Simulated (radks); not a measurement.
**Nuclear size and the levels of Te⁴³⁺**

An exercise on one series of results from a longer session: the logs are not shown, and one member is left open.

The numbers are computed with radks (a radial shooting solver on a logarithmic mesh, Libxc functionals) version 1 (Dirac Kohn-Sham, PBE, spin-unpolarised, spherical densities, finite nucleus; open shells fill j = l - 1/2 first), except any that are marked as measured or tabulated.

## What is computed

| Property | Result |
| --- | --- |
| element | tellurium (Z = 52) |
| charge | +43 |
| electrons | 9 |
| configuration | [He] 2s2 2p5 |
| nuclear rms radius | 4.7423 fm |

Set-up of the first run:

Settings of this run:

```text
Z 52
configuration [He] 2s2 2p5 3s0 3p0
relativity Dirac
functional pbe,pbe
spin unpolarised
j_filling energy
nucleus finite rms 4.7423 fm
c 137.035999084
```

Steps of the session up to this table: rms radius 4.7423 fm.

One of the session's tables, all rows but one given; the rest of the session is left out.

It belongs to the step «rms radius 4.7423 fm». Sizes of the orbitals, from the radial functions (bohr):

| level | <r> | outermost maximum (interpolated) | 90 % within | nodes |
| --- | --- | --- | --- | --- |
| 1s1/2 | 0.02777 | 0.0179 | 0.0499 | 0 |
| 2s1/2 | 0.1163 | 0.100 | 0.179 | 1 |
| 2p1/2 | 0.09778 | 0.0766 | 0.159 | 0 |
| 2p3/2 | 0.1030 | 0.0811 | 0.166 | 0 |
| 3s1/2 | ? | ? | ? | ? |
| 3p1/2 | 0.2605 | 0.247 | 0.386 | 1 |
| 3p3/2 | 0.2680 | 0.255 | 0.396 | 1 |

**Question.** Estimate the row for 3s1/2.

The run gave: <r>: 0.2761; outermost maximum (interpolated): 0.264; 90 % within: 0.400; nodes: 2. In the column «<r>» it is the highest.
